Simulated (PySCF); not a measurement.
# Eu(NO2)3: forces at shaken geometries

How stiff is Eu(NO2)3? Its atoms are displaced at random by several amounts. The structure is generated, not taken from experiment.

Program: PySCF 2.14.0. Level of theory: B3LYP, Eu lcecp-1-SVP with ECP52, O def2-SVP, N def2-SVP; scalar-relativistic core potentials, no spin–orbit coupling. These are calculated values, not measurements.

4 further runs of the same task are left out: 2 for a known fault of the program, 2 that didn't finish.

## Step 1: The starting structure

10 atoms, charge 0, spin multiplicity 1.

Bond lengths: Eu1–O2 2.392 Å, Eu1–O3 2.392 Å, Eu1–N4 2.852 Å, Eu1–O5 2.392 Å, Eu1–O6 2.392 Å, Eu1–N7 2.852 Å, Eu1–O8 2.392 Å, Eu1–O9 2.392 Å, Eu1–N10 2.852 Å, O2–N4 1.264 Å, O3–N4 1.264 Å, O5–N7 1.264 Å, O6–N7 1.264 Å, O8–N10 1.264 Å, O9–N10 1.264 Å. Angles: O2–Eu1–O3 52.1°, O2–Eu1–N4 26.0°, O2–Eu1–O5 102.2°, O2–Eu1–O6 126.6°, O2–Eu1–N7 116.7°, O2–Eu1–O8 102.2°, O2–Eu1–O9 126.6°, O2–Eu1–N10 116.7°, O3–Eu1–N4 26.0°, O3–Eu1–O5 126.6°, O3–Eu1–O6 102.2°, O3–Eu1–N7 116.7°, O3–Eu1–O8 126.6°, O3–Eu1–O9 102.2°, O3–Eu1–N10 116.7°, N4–Eu1–O5 116.7°, N4–Eu1–O6 116.7°, N4–Eu1–N7 120.0° and more.

Coordinates:

```
atom    x (Å)    y (Å)    z (Å)
 Eu1   0.0000   0.0000   0.0000
  O2   2.1494   0.0000   1.0500
  O3   2.1494   0.0000  -1.0500
  N4   2.8524   0.0000   0.0000
  O5  -1.0747   1.8614   1.0500
  O6  -1.0747   1.8614  -1.0500
  N7  -1.4262   2.4702   0.0000
  O8  -1.0747  -1.8614   1.0500
  O9  -1.0747  -1.8614  -1.0500
 N10  -1.4262  -2.4702   0.0000
```

Formal oxidation states: Eu +3. Each metal's 6 4f electrons lie in its core potential, so multiplicities, spins and levels count the valence alone. An earlier session relaxed this geometry at B3LYP, Eu lcecp-1-SVP with ECP52, O def2-SVP, N def2-SVP (singlet, point group D3h).

Its energy there is -650.406915 Eh.

## Step 2: Atoms moved at random, σ = 0.1 Å

The input, run.py (the lines that set the calculation):

```python
mol = gto.M(atom='''
Eu    -0.00779     0.04699     0.00898
O      2.17439    -0.05115     1.14111
O      2.06709     0.27513    -1.13043
N      3.00926    -0.07243    -0.15749
O     -1.02761     1.76853     1.03816
O     -1.23479     1.61555    -1.03265
N     -1.32798     2.56179     0.05375
O     -1.09002    -1.96441     1.06981
O     -1.13262    -1.60635    -1.12853
N     -1.42994    -2.57365     0.13729''',
    basis={'Eu': 'lcecp-1-SVP', 'O': 'def2-SVP', 'N': 'def2-SVP'},
    ecp={'Eu': 'lcecp-1-SVP'},
    charge=0, spin=0)
mf = dft.RKS(mol, xc='B3LYP')
mf.grids.atom_grid = (50, 194)  # f atoms: unpruned, at least (60, 302)
mf = mf.density_fit()  # fitting sets: Eu AutoAux, O def2-universal-JKFIT, N def2-universal-JKFIT
mf.conv_tol = 1e-08; mf.max_cycle = 55
mf.kernel(dm0)  # dm0: the density of the relaxed state
```

Launch:

```console
> OMP_NUM_THREADS=4 python run.py
```

Log:

```text
init E= -649.584233174351
  HOMO = -0.387927437576213  LUMO = -0.318871383353859  gap/eV = 1.87911
cycle= 1 E= -650.018257408793  delta_E= -0.434  |g|= 1.06  |ddm|=  1.8
  HOMO = -0.143886508372222  LUMO = -0.127981850580826  gap/eV = 0.43279
cycle= 2 E= -644.818410753328  delta_E=  5.2  |g|= 3.78  |ddm|= 3.67
  HOMO = -0.254104216287619  LUMO = -0.16580103783872  gap/eV = 2.40285
cycle= 3 E= -649.961107521865  delta_E= -5.14  |g|= 1.16  |ddm|= 3.44
  HOMO = -0.302366178183502  LUMO = -0.171988575273113  gap/eV = 3.54776
cycle= 4 E= -650.225329621489  delta_E= -0.264  |g|= 0.369  |ddm|= 0.782
  HOMO = -0.319002874539749  LUMO = -0.186440656281466  gap/eV = 3.60720
cycle= 5 E= -650.215523380306  delta_E= 0.00981  |g|= 0.445  |ddm|= 0.478
  HOMO = -0.315410465854119  LUMO = -0.180000578819152  gap/eV = 3.68469
cycle= 6 E= -650.246726295049  delta_E= -0.0312  |g|= 0.231  |ddm|= 0.401
  HOMO = -0.313566335342258  LUMO = -0.177879915931632  gap/eV = 3.69222
cycle= 7 E= -650.255781210453  delta_E= -0.00905  |g|= 0.0878  |ddm|= 0.182
  HOMO = -0.313708081038782  LUMO = -0.17653507532128  gap/eV = 3.73267
cycle= 8 E= -650.256665231289  delta_E= -0.000884  |g|= 0.0593  |ddm|= 0.0887
  HOMO = -0.31245160815645  LUMO = -0.177635541610388  gap/eV = 3.66853
cycle= 9 E= -650.257353902112  delta_E= -0.000689  |g|= 0.0156  |ddm|= 0.0432
  HOMO = -0.312577179272473  LUMO = -0.177779039254917  gap/eV = 3.66804
cycle= 10 E= -650.257384163777  delta_E= -3.03e-05  |g|= 0.0096  |ddm|= 0.0119
  HOMO = -0.312620222458199  LUMO = -0.177481265068783  gap/eV = 3.67732
cycle= 11 E= -650.257402241084  delta_E= -1.81e-05  |g|= 0.00276  |ddm|= 0.00605
  HOMO = -0.312534555552141  LUMO = -0.177449580933286  gap/eV = 3.67585
cycle= 12 E= -650.257403309562  delta_E= -1.07e-06  |g|= 0.0018  |ddm|= 0.0024
  HOMO = -0.312456434656236  LUMO = -0.177472835142401  gap/eV = 3.67309
cycle= 13 E= -650.257403965465  delta_E= -6.56e-07  |g|= 0.000229  |ddm|= 0.00131
  HOMO = -0.31242716886902  LUMO = -0.177498103665282  gap/eV = 3.67161
cycle= 14 E= -650.257403977496  delta_E= -1.2e-08  |g|= 8.34e-05  |ddm|= 0.000265
  HOMO = -0.312437845299126  LUMO = -0.17749147978178  gap/eV = 3.67208
cycle= 15 E= -650.257403979566  delta_E= -2.07e-09  |g|= 2.06e-05  |ddm|= 0.000111
  HOMO = -0.312436844256516  LUMO = -0.177492800685988  gap/eV = 3.67201
Extra cycle  E= -650.257403979418  delta_E= 1.48e-10  |g|= 4.11e-05  |ddm|= 6.35e-05
converged SCF energy = -650.257403979418
```

Run time: 14 s. Hardware: 4 threads of Intel Xeon Platinum 8259CL at 2.50GHz (Skylake/Cascade Lake), shared host.

Result: E = -650.257404 Eh (+4.068 eV from the relaxed state), HOMO -8.50 eV, LUMO -4.83 eV, Mulliken charge on Eu1 +1.22 e, largest force component 8.685 eV/Å. 

```
atom      Fx      Fy  Fz (eV/Å)
 Eu1   1.013  -1.756     -0.925
  O2   3.332  -0.410     -4.746
  O3   4.706  -1.571      3.371
  N4  -8.685   1.966      1.112
  O5  -1.266   4.256      0.550
  O6  -0.920   4.799      1.223
  N7   1.425  -7.461     -1.345
  O8   0.358   0.191      2.936
  O9  -0.394  -2.265      2.832
 N10   0.432   2.250     -5.007
```

## Step 3: Atoms moved at random, σ = 0.15 Å

The input, run.py (the lines that set the calculation):

```python
mol = gto.M(atom='''
Eu     0.06805    -0.02319     0.07941
O      2.30922    -0.16670     1.07968
O      2.26598     0.02052    -0.99332
N      2.86382    -0.11872    -0.18125
O     -0.89001     1.83789     1.07480
O     -1.11908     1.73841    -1.14876
N     -1.58566     2.50661     0.03435
O     -1.18217    -1.74492     1.20064
O     -1.00618    -1.79655    -1.15073
N     -1.72397    -2.25335     0.00516''',
    basis={'Eu': 'lcecp-1-SVP', 'O': 'def2-SVP', 'N': 'def2-SVP'},
    ecp={'Eu': 'lcecp-1-SVP'},
    charge=0, spin=0)
mf = dft.RKS(mol, xc='B3LYP')
mf.grids.atom_grid = (50, 194)  # f atoms: unpruned, at least (60, 302)
mf = mf.density_fit()  # fitting sets: Eu AutoAux, O def2-universal-JKFIT, N def2-universal-JKFIT
mf.conv_tol = 1e-08; mf.max_cycle = 55
mf.kernel(dm0)  # dm0: the density of the relaxed state
```

Launch:

```console
> OMP_NUM_THREADS=4 python run.py
```

Log:

```text
init E= -649.742009826112
  HOMO = -0.323373497579926  LUMO = -0.308694526293384  gap/eV = 0.39944
cycle= 1 E= -650.037893541755  delta_E= -0.296  |g|= 0.852  |ddm|= 1.75
  HOMO = -0.238851070378331  LUMO = -0.1409657641451  gap/eV = 2.66359
cycle= 2 E= -649.192488038641  delta_E= 0.845  |g|= 2.19  |ddm|= 2.31
  HOMO = -0.275639646120247  LUMO = -0.165131335205292  gap/eV = 3.00708
cycle= 3 E= -650.163949364062  delta_E= -0.971  |g|= 0.412  |ddm|= 1.75
  HOMO = -0.25727555014943  LUMO = -0.18754514857061  gap/eV = 1.89746
cycle= 4 E= -650.189808898038  delta_E= -0.0259  |g|= 0.215  |ddm|= 0.462
  HOMO = -0.260661518940225  LUMO = -0.189355098889799  gap/eV = 1.94035
cycle= 5 E= -650.191701521671  delta_E= -0.00189  |g|= 0.192  |ddm|= 0.256
  HOMO = -0.262785198077541  LUMO = -0.187519589528612  gap/eV = 2.04808
cycle= 6 E= -650.198599988027  delta_E= -0.0069  |g|= 0.0572  |ddm|= 0.152
  HOMO = -0.262168034014262  LUMO = -0.187622293931298  gap/eV = 2.02849
cycle= 7 E= -650.199167431138  delta_E= -0.000567  |g|= 0.0237  |ddm|= 0.0478
  HOMO = -0.261488285631639  LUMO = -0.187433448978835  gap/eV = 2.01513
cycle= 8 E= -650.199277625958  delta_E= -0.00011  |g|= 0.00577  |ddm|= 0.0197
  HOMO = -0.261335859568973  LUMO = -0.187672561781861  gap/eV = 2.00448
cycle= 9 E= -650.199279662781  delta_E= -2.04e-06  |g|= 0.00535  |ddm|= 0.00776
  HOMO = -0.261390487389654  LUMO = -0.187637851961456  gap/eV = 2.00691
cycle= 10 E= -650.199285338182  delta_E= -5.68e-06  |g|= 0.00192  |ddm|= 0.00518
  HOMO = -0.261504194744077  LUMO = -0.187581589258126  gap/eV = 2.01154
cycle= 11 E= -650.19928620389  delta_E= -8.66e-07  |g|= 0.000549  |ddm|= 0.00244
  HOMO = -0.26147116100605  LUMO = -0.187612523320882  gap/eV = 2.00980
cycle= 12 E= -650.199286241249  delta_E= -3.74e-08  |g|= 0.000434  |ddm|= 0.000627
  HOMO = -0.261449561359193  LUMO = -0.187608735310012  gap/eV = 2.00931
cycle= 13 E= -650.199286275558  delta_E= -3.43e-08  |g|= 0.000197  |ddm|= 0.000417
  HOMO = -0.261460147265648  LUMO = -0.187611660563203  gap/eV = 2.00952
cycle= 14 E= -650.199286284285  delta_E= -8.73e-09  |g|= 3.6e-05  |ddm|= 0.000234
  HOMO = -0.26145457427641  LUMO = -0.18761151938373  gap/eV = 2.00937
Extra cycle  E= -650.199286283507  delta_E= 7.78e-10  |g|= 7.3e-05  |ddm|= 0.000105
converged SCF energy = -650.199286283507
```

Run time: 12 s. Hardware: 4 threads of Intel Xeon Platinum 8259CL at 2.50GHz (Skylake/Cascade Lake), shared host.

Read off: E = -650.199286 Eh (+5.650 eV from the relaxed state), HOMO -7.11 eV, LUMO -5.11 eV, Mulliken charge on Eu1 +1.21 e, largest force component 24.709 eV/Å. 

```
atom       Fx      Fy  Fz (eV/Å)
 Eu1   -0.344  -0.037      0.693
  O2   -1.828   0.211     -1.714
  O3  -18.482   4.179    -24.019
  N4   20.147  -4.341     24.709
  O5   -3.327   3.451     -2.909
  O6   -2.249   3.357      4.154
  N7    5.885  -7.236     -0.905
  O8   -1.799  -1.457     -5.244
  O9   -2.462  -1.211      5.060
 N10    4.462   3.085      0.174
```

## Step 4: Atoms moved at random, σ = 0.03 Å

The input, run.py (the lines that set the calculation):

```python
mol = gto.M(atom='''
Eu     0.00293     0.03578     0.04091
O      2.16714    -0.05086     0.99708
O      2.11860     0.04319    -1.06256
N      2.83035     0.01003    -0.04664
O     -1.04403     1.83594     1.08959
O     -1.05177     1.85776    -1.06105
N     -1.42603     2.45616     0.00786
O     -1.08658    -1.81974     1.02132
O     -1.06404    -1.88535    -1.05866
N     -1.44657    -2.48291     0.07216''',
    basis={'Eu': 'lcecp-1-SVP', 'O': 'def2-SVP', 'N': 'def2-SVP'},
    ecp={'Eu': 'lcecp-1-SVP'},
    charge=0, spin=0)
mf = dft.RKS(mol, xc='B3LYP')
mf.grids.atom_grid = (50, 194)  # f atoms: unpruned, at least (60, 302)
mf = mf.density_fit()  # fitting sets: Eu AutoAux, O def2-universal-JKFIT, N def2-universal-JKFIT
mf.conv_tol = 1e-08; mf.max_cycle = 55
mf.kernel(dm0)  # dm0: the density of the relaxed state
```

Launch:

```console
> OMP_NUM_THREADS=4 python run.py
```

Log:

```text
init E= -650.384858467688
  HOMO = -0.305173398187317  LUMO = -0.145739838886003  gap/eV = 4.33841
cycle= 1 E= -650.382197054203  delta_E= 0.00266  |g|= 0.254  |ddm|= 0.401
  HOMO = -0.277955080431965  LUMO = -0.136078936366584  gap/eV = 3.86065
cycle= 2 E= -650.284095624668  delta_E= 0.0981  |g|= 0.747  |ddm|= 0.723
  HOMO = -0.306449390007078  LUMO = -0.138212684245884  gap/eV = 4.57795
cycle= 3 E= -650.394901054148  delta_E= -0.111  |g|= 0.0594  |ddm|= 0.536
  HOMO = -0.304812609927842  LUMO = -0.140210590838998  gap/eV = 4.47905
cycle= 4 E= -650.395269888401  delta_E= -0.000369  |g|= 0.0403  |ddm|= 0.0632
  HOMO = -0.305107589353112  LUMO = -0.140040742120004  gap/eV = 4.49170
cycle= 5 E= -650.39555125591  delta_E= -0.000281  |g|= 0.0125  |ddm|= 0.0322
  HOMO = -0.305465609875632  LUMO = -0.139820822981687  gap/eV = 4.50742
cycle= 6 E= -650.395577424295  delta_E= -2.62e-05  |g|= 0.00545  |ddm|= 0.0121
  HOMO = -0.30557240649312  LUMO = -0.139781018112141  gap/eV = 4.51141
cycle= 7 E= -650.395582808244  delta_E= -5.38e-06  |g|= 0.00127  |ddm|= 0.00424
  HOMO = -0.305443878174914  LUMO = -0.139805822815413  gap/eV = 4.50724
cycle= 8 E= -650.395583140673  delta_E= -3.32e-07  |g|= 0.00046  |ddm|= 0.00137
  HOMO = -0.305439130327681  LUMO = -0.139816405656212  gap/eV = 4.50682
cycle= 9 E= -650.395583172499  delta_E= -3.18e-08  |g|= 0.000259  |ddm|= 0.000487
  HOMO = -0.30544836983212  LUMO = -0.139814981348571  gap/eV = 4.50711
cycle= 10 E= -650.395583186391  delta_E= -1.39e-08  |g|= 7.62e-05  |ddm|= 0.000261
  HOMO = -0.305448781596178  LUMO = -0.139812322861698  gap/eV = 4.50720
cycle= 11 E= -650.395583187417  delta_E= -1.03e-09  |g|= 3.55e-05  |ddm|= 7.78e-05
  HOMO = -0.305447998602752  LUMO = -0.139814408167845  gap/eV = 4.50712
Extra cycle  E= -650.395583186536  delta_E= 8.81e-10  |g|= 7.84e-05  |ddm|= 7.53e-05
converged SCF energy = -650.395583186536
```

It took 11 s on 4 threads of Intel Xeon Platinum 8259CL at 2.50GHz (Skylake/Cascade Lake), shared host.

It gives: E = -650.395583 Eh (+0.308 eV from the relaxed state), HOMO -8.31 eV, LUMO -3.80 eV, Mulliken charge on Eu1 +1.23 e, largest force component 4.015 eV/Å. 

```
atom      Fx      Fy  Fz (eV/Å)
 Eu1  -0.141  -0.756     -0.542
  O2  -0.750  -0.059      1.715
  O3  -0.643   0.121     -1.325
  N4   1.675  -0.011     -0.353
  O5  -0.516   0.847     -1.468
  O6  -0.386   0.632      1.293
  N7   0.661  -1.036      0.224
  O8   0.307   0.687      2.785
  O9  -0.664  -0.965      1.685
 N10   0.457   0.538     -4.015
```

## Step 5: Results

| σ (Å) | energy rise (eV) | harmonic estimate −½ F·u (eV) | largest force component (eV/Å) |
| --- | --- | --- | --- |
| 0.1 | 4.068 | 3.476 | 8.69 |
| 0.15 | 5.650 | 6.208 | 24.71 |
| 0.03 | 0.308 | 0.297 | 4.02 |

Every displacement raises the energy. For a harmonic well the rise equals −½ F·u; the two differ by at most 15 % here (a move with σ = 0.1 Å), from anharmonicity, the grid and the small forces left at the relaxed point. These are double-zeta-type bases without diffuse functions. Spin–orbit coupling is left out.
